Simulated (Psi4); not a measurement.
# SiH4O4 (orthosilicic acid) at HF/def2-SVP

What is the vertical singlet–triplet gap of SiH4O4 (orthosilicic acid) at HF/def2-SVP? 

The results are computed with Psi4 1.11.

2 further runs of the same task are left out: 2 set aside as unsound or not needed.

### Step 1. Starting point

SiH4O4 has 9 atoms, charge 0, and is taken as a singlet. SMILES: `O[Si](O)(O)O`. The coordinates come from a PBE0-D4/def2-TZVP relaxation. This is one conformer, not always the lowest.

Bond lengths: O1–Si2 1.631 Å, Si2–O3 1.631 Å, Si2–O4 1.631 Å, Si2–O5 1.631 Å, O1–H6 0.958 Å, O3–H7 0.958 Å, O4–H8 0.958 Å, O5–H9 0.958 Å. Angles: O1–Si2–O3 106.4°, O1–Si2–O4 115.8°, O1–Si2–O5 106.4°, O3–Si2–O4 106.4°, O3–Si2–O5 115.8°, O4–Si2–O5 106.4°, Si2–O1–H6 116.6°, Si2–O3–H7 116.6°, Si2–O4–H8 116.6°, Si2–O5–H9 116.6°.

### Step 2. Energy and forces at HF/def2-SVP

h4o4si.xyz

```xyz
9
H4O4Si
O     -0.969050     0.776350    -1.057560
Si     0.000010     0.000030    -0.000040
O      1.527610     0.433680    -0.372150
O     -0.043140    -1.629280    -0.059900
O     -0.515400     0.419370     1.489460
H     -0.639460     0.869750    -1.952330
H      2.226280    -0.135170    -0.046190
H     -0.768040    -2.056130     0.398680
H     -0.818790     1.321420     1.600040
```

job.py

```python
import psi4

psi4.set_memory(2200000000)
psi4.set_num_threads(1)
psi4.core.set_output_file('run.log', False)

with open('h4o4si.xyz') as f:
    atoms = ''.join(f.readlines()[2:])
molecule = psi4.geometry('0 1\n' + atoms + 'symmetry c1\nno_reorient\nno_com')

psi4.set_options({
    'basis': 'def2-SVP',
    'puream': True,
    'e_convergence': 1e-09,
    'd_convergence': 1e-08,
    'scf_type': 'pk',
})

energy_value, wavefunction = psi4.gradient("hf", return_wfn=True)
psi4.oeprop(wavefunction, "WIBERG_LOWDIN_INDICES", "MAYER_INDICES", "DIPOLE")
print('gradient / Eh bohr^-1')
print(energy_value.np.round(6))
print(f'energy = {wavefunction.energy():.10f} Eh')
for k, v in sorted(psi4.core.scalar_variables().items()):
    print(f'{k:45s} {v:18.10f}')
```

The run is started by

```bash
python job.py
```

run.log:

```text
[...]
  Running in c1 symmetry.
[...]
  Nuclear repulsion =  269.977267005942565
[...]
  Multiplicity = 1
[...]
  Nalpha       = 25
  Nbeta        = 25
[...]
    Number of basis functions: 94
[...]
   @RHF iter   1:  -590.36778960410072   -9.82452e-01   7.91662e-03 ADIIS/DIIS
[...]
   @RHF iter  10:  -590.59051830082285   -1.17097e-11   7.67101e-09 DIIS
[...]
    Orbital Energies [Eh]
    ---------------------
    Doubly Occupied:
       1A    -68.832064     2A    -20.551389     3A    -20.551380
       4A    -20.551379     5A    -20.551375     6A     -6.188159
       7A     -4.301092     8A     -4.301092     9A     -4.300822
      10A     -1.362631    11A     -1.316703    12A     -1.316702
      13A     -1.309801    14A     -0.783146    15A     -0.714957
      16A     -0.714955    17A     -0.703645    18A     -0.591378
      19A     -0.561072    20A     -0.555897    21A     -0.555895
      22A     -0.537728    23A     -0.527823    24A     -0.497797
      25A     -0.497795
[...]
  @RHF Final Energy:  -590.59051830082285
   => Energetics <=
    Nuclear Repulsion Energy =            269.9772670059425650
    One-Electron Energy =               -1355.7822163419893968
    Two-Electron Energy =                 495.2144310352239813
    Total Energy =                       -590.5905183008228505
[...]
  -Total Gradient:
     Atom            X                  Y                   Z
    ------   -----------------  -----------------  -----------------
       1       -0.005145114810    -0.001102583993     0.016813331299
       2        0.000004168315    -0.000002896147     0.000001591133
       3       -0.013264177029     0.009558317492    -0.006592964529
       4        0.013667432177     0.008293908886    -0.007420357874
       5        0.004737255612    -0.016734595598    -0.002814735305
       6        0.006510707398     0.000503836776    -0.013815622969
       7        0.009971880079    -0.009887384897     0.006044968470
       8       -0.012184672467    -0.005291595068     0.007562966017
       9       -0.004297479275     0.014662992548     0.000220823758
[...]
 Multipole Moments:
 ------------------------------------------------------------------------------------
     Multipole            Electronic (a.u.)      Nuclear  (a.u.)        Total (a.u.)
 ------------------------------------------------------------------------------------
 L = 1.  Multiply by 2.5417464519 to convert [e a0] to [Debye]
 Dipole X            :         -0.0005567            0.0005480           -0.0000087
 Dipole Y            :         -0.0025221            0.0023622           -0.0001599
 Dipole Z            :          0.0031831           -0.0029480            0.0002351
 Magnitude           :                                                    0.0002845
[...]
```

On the terminal:

```text
gradient / Eh bohr^-1
[[-5.1450e-03 -1.1030e-03  1.6813e-02]
 [ 4.0000e-06 -3.0000e-06  2.0000e-06]
 [-1.3264e-02  9.5580e-03 -6.5930e-03]
 [ 1.3667e-02  8.2940e-03 -7.4200e-03]
 [ 4.7370e-03 -1.6735e-02 -2.8150e-03]
 [ 6.5110e-03  5.0400e-04 -1.3816e-02]
 [ 9.9720e-03 -9.8870e-03  6.0450e-03]
 [-1.2185e-02 -5.2920e-03  7.5630e-03]
 [-4.2970e-03  1.4663e-02  2.2100e-04]]
energy = -590.5905183008 Eh
CURRENT ENERGY                                   -590.5905183008
CURRENT REFERENCE ENERGY                         -590.5905183008
DD SOLVATION ENERGY                                 0.0000000000
HF KINETIC ENERGY                                 589.6413038149
HF POTENTIAL ENERGY                             -1180.2318221157
HF TOTAL ENERGY                                  -590.5905183008
HF VIRIAL RATIO                                     2.0016098168
NUCLEAR REPULSION ENERGY                          269.9772670059
ONE-ELECTRON ENERGY                             -1355.7822163420
PCM POLARIZATION ENERGY                             0.0000000000
PE ENERGY                                           0.0000000000
SCF ITERATION ENERGY                             -590.5905183008
SCF ITERATIONS                                     10.0000000000
SCF TOTAL ENERGY                                 -590.5905183008
TWO-ELECTRON ENERGY                               495.2144310352
```

Wall time 9.9 s (1 thread of AMD EPYC 7R43 (Zen 3), shared host); peak memory 0.33 GiB.

### Step 3. The triplet

input.json

```json
{
 "schema_name": "qcschema_input",
 "schema_version": 1,
 "molecule": {
  "schema_name": "qcschema_molecule",
  "schema_version": 2,
  "symbols": ["O", "Si", "O", "O", "O", "H", "H", "H", "H"],
  "geometry": [-1.8312391, 1.46708888, -1.99849876, 1.89e-05, 5.669e-05, -7.559e-05, 2.88676453, 0.81953643, -0.70326158, -0.08152279, -3.07889298, -0.11319459, -0.97396484, 0.79249444, 2.81467147, -1.20840427, 1.6435893, -3.689369, 4.20705948, -0.25543428, -0.08728645, -1.45138525, -3.88552258, 0.75339601, -1.54728885, 2.4971219, 3.02363739],
  "molecular_charge": 0,
  "molecular_multiplicity": 3,
  "fix_symmetry": "c1"
 },
 "driver": "gradient",
 "model": {
  "method": "scf",
  "basis": "def2-SVP"
 },
 "keywords": {
  "reference": "uhf",
  "puream": true,
  "e_convergence": 1e-09,
  "d_convergence": 1e-08,
  "scf_type": "pk",
  "maxiter": 100
 }
}
```

The run is started by

```bash
psi4 --qcschema input.json -n 1 --memory 2200MB
```

stdout, shortened:

```text
[...]
  Running in c1 symmetry.
[...]
  Nuclear repulsion =  269.977267110290200
[...]
  Multiplicity = 3
[...]
  Nalpha       = 26
  Nbeta        = 24
[...]
    Number of basis functions: 94
[...]
   @UHF iter   1:  -590.01703263820355   -6.31695e-01   6.46714e-03 DIIS/ADIIS
[...]
   @UHF iter  27:  -590.23198755618057   -4.54747e-12   9.26380e-09 DIIS
[...]
   @S^2 Observed:                2.059157546E+00
[...]
  @UHF Final Energy:  -590.23198755618057
   => Energetics <=
    Nuclear Repulsion Energy =            269.9772671102901995
    One-Electron Energy =               -1353.0352608900689120
    Two-Electron Energy =                 492.8260062235982559
    Total Energy =                       -590.2319875561805702
  UHF NO Occupations:
  HONO-2 :   24  A 1.9729809
  HONO-1 :   25  A 1.0000000
[...]
 Multipole Moments:
 ------------------------------------------------------------------------------------
     Multipole            Electronic (a.u.)      Nuclear  (a.u.)        Total (a.u.)
 ------------------------------------------------------------------------------------
 L = 1.  Multiply by 2.5417464519 to convert [e a0] to [Debye]
 Dipole X            :          0.1744664           -0.0000323            0.1744341
 Dipole Y            :          0.1470794           -0.0002244            0.1468550
 Dipole Z            :          0.1926384            0.0003169            0.1929553
 Magnitude           :                                                    0.2987061
[...]
  -Total Gradient:
     Atom            X                  Y                   Z
    ------   -----------------  -----------------  -----------------
       1        0.042056715998    -0.012116907340    -0.005546096576
       2       -0.031816161056    -0.026816531122    -0.035100891461
       3       -0.004648753384     0.004835084711    -0.010471408157
       4       -0.024465230695     0.026921420974     0.024943889946
       5       -0.003636367697    -0.011805264074     0.001326751693
       6       -0.012493539647    -0.001273193111     0.039568683288
       7        0.004943948307    -0.007774216604     0.004057117867
       8        0.033043073512     0.018608210147    -0.016887228910
       9       -0.002983685336     0.009421396419    -0.001890817692
[...]
```

The result, in JSON:

```text
{
 "driver": "gradient",
 "model": {
  "method": "scf",
  "basis": "def2-SVP"
 },
 "success": true,
 "return_result": [0.0420567159976139, -0.012116907340091354, -0.00554609657591798, -0.031816161056297004, -0.026816531122100966, -0.035100891460957025, -0.00464875338442668, 0.004835084710801574, -0.01047140815749742, -0.02446523069516099, 0.026921420974264754, 0.024943889945648418, -0.0036363676969202834, -0.011805264073647848, 0.0013267516930560164, -0.012493539647332214, -0.0012731931111652495, 0.039568683288309925, 0.004943948307472301, -0.007774216604255313, 0.00405711786709953, 0.03304307351153657, 0.018608210146540738, -0.016887228909818114, -0.002983685336299585, 0.009421396419423245, -0.0018908176921637876],
 "properties": {
  "calcinfo_nbasis": 94,
  "calcinfo_nmo": 94,
  "calcinfo_nalpha": 26,
  "calcinfo_nbeta": 24,
  "calcinfo_natom": 9,
  "nuclear_repulsion_energy": 269.9772671102902,
  "return_energy": -590.2319875561806,
  "return_gradient": [0.0420567159976139, -0.012116907340091354, -0.00554609657591798, -0.031816161056297004, -0.026816531122100966, -0.035100891460957025, -0.00464875338442668, 0.004835084710801574, -0.01047140815749742, -0.02446523069516099, 0.026921420974264754, 0.024943889945648418, -0.0036363676969202834, -0.011805264073647848, 0.0013267516930560164, -0.012493539647332214, -0.0012731931111652495, 0.039568683288309925, 0.004943948307472301, -0.007774216604255313, 0.00405711786709953, 0.03304307351153657, 0.018608210146540738, -0.016887228909818114, -0.002983685336299585, 0.009421396419423245, -0.0018908176921637876],
  "scf_one_electron_energy": -1353.035260890069,
  "scf_two_electron_energy": 492.82600622359826,
  "scf_dipole_moment": [0.17443409574855484, 0.14685496015288646, 0.1929552558322032],
  "scf_total_energy": -590.2319875561806,
  "scf_total_gradient": [0.0420567159976139, -0.012116907340091354, -0.00554609657591798, -0.031816161056297004, -0.026816531122100966, -0.035100891460957025, -0.00464875338442668, 0.004835084710801574, -0.01047140815749742, -0.02446523069516099, 0.026921420974264754, 0.024943889945648418, -0.0036363676969202834, -0.011805264073647848, 0.0013267516930560164, -0.012493539647332214, -0.0012731931111652495, 0.039568683288309925, 0.004943948307472301, -0.007774216604255313, 0.00405711786709953, 0.03304307351153657, 0.018608210146540738, -0.016887228909818114, -0.002983685336299585, 0.009421396419423245, -0.0018908176921637876],
  "scf_iterations": 27
 }
}
```

Wall time 14 s (1 thread of AMD EPYC 7R43 (Zen 3), shared host); peak memory 0.33 GiB.

### Step 4. Summary of results

Level: HF/def2-SVP.

```
                                        quantity          value
                           singlet: total energy  -590.59052 Eh
                          singlet: dipole moment         0.00 D
                            singlet: HOMO energy      -13.55 eV
                            singlet: LUMO energy        4.31 eV
                          singlet: HOMO–LUMO gap       17.86 eV
               singlet: largest force on an atom     0.906 eV/Å
                           triplet: total energy  -590.23199 Eh
                          triplet: dipole moment         0.76 D
     triplet: HOMO energy (highest over α and β)       -2.04 eV
                                   triplet: ⟨S²⟩          2.059
               triplet: largest force on an atom     2.799 eV/Å
vertical energy of the triplet above the singlet       9.756 eV
```

At this shape the triplet lies 9.76 eV (225 kcal/mol) above the singlet. The largest force (singlet) is 0.91 eV/Å: the shape isn't a stationary point for this species at this level.
